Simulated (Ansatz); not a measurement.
# B2Br2F2H2: up Jacob's ladder to CCSD(T)

The task here is to estimate one member of a computed series from the others.

Method: functionals in def2-TZVPP, the program's frozen cores in correlated methods; program: Ansatz 0.2.0, Gaussian basis.

Plan: LDA (SPW92), PBE-D4, revPBE-D4, BLYP-D4, r2SCAN-D4, B97M-V, PBE0-D4, B3LYP-D4, r2SCANh-D4, r2SCAN0-D4, HSE06-D4, BHLYP-D4, CAM-B3LYP-D4, LC-ωPBE, ωB97X-V, ωB97M-V, B2PLYP, PBE-QIDH; CCSD(T)/def2-SVP; CCSD(T)/def2-TZVPP; MP2/def2-QZVPP; extrapolation to the limit; RPA on PBE.

### The geometry

The geometry comes from an earlier relaxation with PBE0-D4 in a triple-zeta def2 set; it is a stationary point, not always the lowest conformer.

SMILES `F[B@H-]1[Br+][B@H-](F)[Br+]1`, 8 atoms, charge 0, spin multiplicity 1.

Atoms are counted from 1 here; the program's logs count them from 0.

Bond lengths: F1–B2 1.324 Å, B2–Br3 2.149 Å, B2–Br6 2.149 Å, B2–H7 1.188 Å, Br3–B4 2.149 Å, B4–F5 1.324 Å, B4–Br6 2.149 Å, B4–H8 1.188 Å. Angles: F1–B2–Br3 109.9°, F1–B2–Br6 109.9°, F1–B2–H7 122.0°, Br3–B2–Br6 95.1°, Br3–B2–H7 108.2°, Br6–B2–H7 108.2°, B2–Br3–B4 84.8°, Br3–B4–F5 110.1°, Br3–B4–Br6 95.1°, Br3–B4–H8 108.1°, F5–B4–Br6 110.1°, F5–B4–H8 122.1°, Br6–B4–H8 108.1°, B2–Br6–B4 84.8°.

Set-up of the first run:

Input file in.yaml:

```yaml
crystal:
  periodic: [false, false, false]
  atoms:
    - {symbol: F, position_ang: [1.168664, -0.975048, 1.820022]}
    - {symbol: B, position_ang: [1.119577, -0.003612, 0.921254]}
    - {symbol: Br, position_ang: [0.856707, -0.834558, -1.042719]}
    - {symbol: B, position_ang: [-1.119862, -0.000394, -0.917966]}
    - {symbol: F, position_ang: [-1.287843, 0.912175, -1.862186]}
    - {symbol: Br, position_ang: [-0.802905, 0.954021, 0.981253]}
    - {symbol: H, position_ang: [1.953491, 0.840655, 0.859172]}
    - {symbol: H, position_ang: [-1.887830, -0.893240, -0.758840]}
basis:
  gaussian: {orbitals: def2-TZVPP}
hamiltonian: {xc: lda}
output: {orbitals: {seedname: orbitals}}
```

Run with:

```console
$ ansatz run in.yaml --threads 8 --pin off --events-out ev --progress --plain --max-ram 18278MiB
```

Among the steps run: LDA; PBE-D4 (GGA); revPBE-D4 (GGA); BLYP-D4 (GGA); r2SCAN-D4 (meta-GGA); B97M-V (meta-GGA); B3LYP-D4 (hybrid); r2SCANh-D4 (hybrid); r2SCAN0-D4 (hybrid); HSE06-D4 (hybrid); BHLYP-D4 (hybrid); CAM-B3LYP-D4 (range-separated); LC-ωPBE (range-separated); ωB97X-V (range-separated); ωB97M-V (range-separated); B2PLYP (double hybrid); PBE-QIDH (double hybrid).

One table of the session follows, with a row left open; its other results are not shown here.

| functional | HOMO (eV) | gap (eV) |
| --- | --- | --- |
| LDA (SPW92) | -7.56 | 5.21 |
| PBE-D4 | -7.45 | 5.32 |
| revPBE-D4 | -7.40 | 5.38 |
| BLYP-D4 | -7.34 | 5.33 |
| r2SCAN-D4 | -7.79 | 5.88 |
| B97M-V | -7.87 | 6.00 |
| PBE0-D4 | -8.78 | 7.55 |
| B3LYP-D4 | -8.57 | 7.10 |
| r2SCANh-D4 | -8.28 | 6.69 |
| r2SCAN0-D4 | -9.01 | 7.90 |
| HSE06-D4 | -8.39 | 6.77 |
| BHLYP-D4 | -10.01 | 9.76 |
| CAM-B3LYP-D4 | ? | ? |
| LC-ωPBE | -11.45 | 12.48 |
| ωB97X-V | -11.13 | 12.06 |
| ωB97M-V | -10.98 | 11.75 |

**Question.** Estimate the row for CAM-B3LYP-D4.

**Answer.** HOMO (eV): -10.14; gap (eV): 9.98. In the column «HOMO (eV)» it lies between ωB97M-V (-10.98) and BHLYP-D4 (-10.01).

To keep in mind: All levels share the lack of spin-orbit coupling, which lowers the free heavy atoms and so the true binding.
